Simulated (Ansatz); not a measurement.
**SbH (singlet): the correlation ladder at distance Sb1–H2 = 1.510 Å, def2-SVP**

The task here is to estimate one member of a computed series from the others.

Computed with Ansatz 0.2.0, Gaussian basis. Level: def2-SVP, core rule «outside noble gas», up to 9 orbitals frozen.

Plan: UHF; CCSD(T) on RHF; CCSD(T) on UHF; BCCD(T) on RHF; CISD; CCSDT(Q) on RHF; CCSDT(Q) on UHF; CISDTQ; CCSDTQ on RHF; CASSCF and MRCISD+Q, 2 electrons in 2 orbitals; CASSCF and NEVPT2, 2 electrons in 2 orbitals; CASSCF and MRCISD+Q, 6 electrons in 5 orbitals; CASSCF and NEVPT2, 6 electrons in 5 orbitals; Full CI.

22 further runs of the same task are left out: 18 that didn't finish, 4 set aside as unsound or not needed.

## What is computed

The geometry derives from a PBE0/def2-TZVP stationary point (not a proven minimum). One bond is set to the value named and the two fragments are kept rigid. No spin-orbit coupling is included. Elements past krypton take def2 core potentials.

2 atoms, charge 0, spin multiplicity 1.

Atoms are counted from 1 here; the program's logs count them from 0.

Bond lengths: Sb1–H2 1.510 Å.

Geometry (Å):

```xyz
2
charge 0, multiplicity 1
Sb    0.0000    0.0000    0.0000
H     0.0000    0.0000    1.5100
```

The first run:

Contents of in.yaml:

```yaml
crystal:
  periodic: [false, false, false]
  atoms:
    - {symbol: Sb, position_ang: [0.000000, 0.000000, 0.000000]}
    - {symbol: H, position_ang: [0.000000, 0.000000, 1.510000]}
basis:
  gaussian: {orbitals: def2-SVP}
magnetization: {spin_polarized: true, initial_magnetization: 0}
hamiltonian: {xc: hf}
output: {orbitals: {seedname: orbitals}}
```

Launch:

```console
$ ansatz run in.yaml --threads 1 --pin off --events-out ev --progress --plain --max-ram 2393MiB
```

Steps of the session up to this table: UHF; CCSD(T) on RHF; CCSD(T) on UHF; BCCD(T) on RHF; CISD; CCSDT(Q) on RHF; CCSDT(Q) on UHF; CISDTQ; CCSDTQ on RHF; CASSCF and MRCISD+Q, 2 electrons in 2 orbitals; CASSCF and NEVPT2, 2 electrons in 2 orbitals; CASSCF and MRCISD+Q, 6 electrons in 5 orbitals; CASSCF and NEVPT2, 6 electrons in 5 orbitals; Full CI.

One table of the session follows, with a row left open; its other results are not shown here.

```
          method  from FCI (kJ/mol)
             RHF             +286.2
            RMP2              +92.9
           RCCSD              +24.3
        RCCSD(T)              +11.9
         BCCD(T)              +12.2
          RCCSDT               +0.5
       RCCSDT(Q)               -0.2
         RCCSDTQ                0.0
     CASSCF pair             +235.4
     NEVPT2 pair              +45.2
     MRCISD pair              +10.7
   MRCISD+Q pair               -3.0
  CASSCF valence             +198.3
  NEVPT2 valence              +51.2
  MRCISD valence                  ?
MRCISD+Q valence               -3.1
             FCI                  0
```

Estimate the missing values for MRCISD valence.

The run gave: from FCI (kJ/mol): +6.9. In the column «from FCI (kJ/mol)» it lies between RCCSDT (+0.5) and MRCISD pair (+10.7).

Not comparable, so not listed: CISD; CISDTQ (they don't share determinant, frozen orbitals or solution with the rows shown, or repeat one).

To keep in mind: The report flags that the cluster equations may have other roots. Left out of the table: UHF, UMP2, UCCSD, UCCSD(T), UCCSDT, UCCSDT(Q) (another determinant or state than the rows shown). The program flags RCCSDT(Q), RCCSDTQ as in doubt, so those rows may rest on another solution; read them beside their warnings. RCCSDT(Q), MRCISD+Q pair, MRCISD+Q valence fall below full CI, which methods that aren't variational can do.
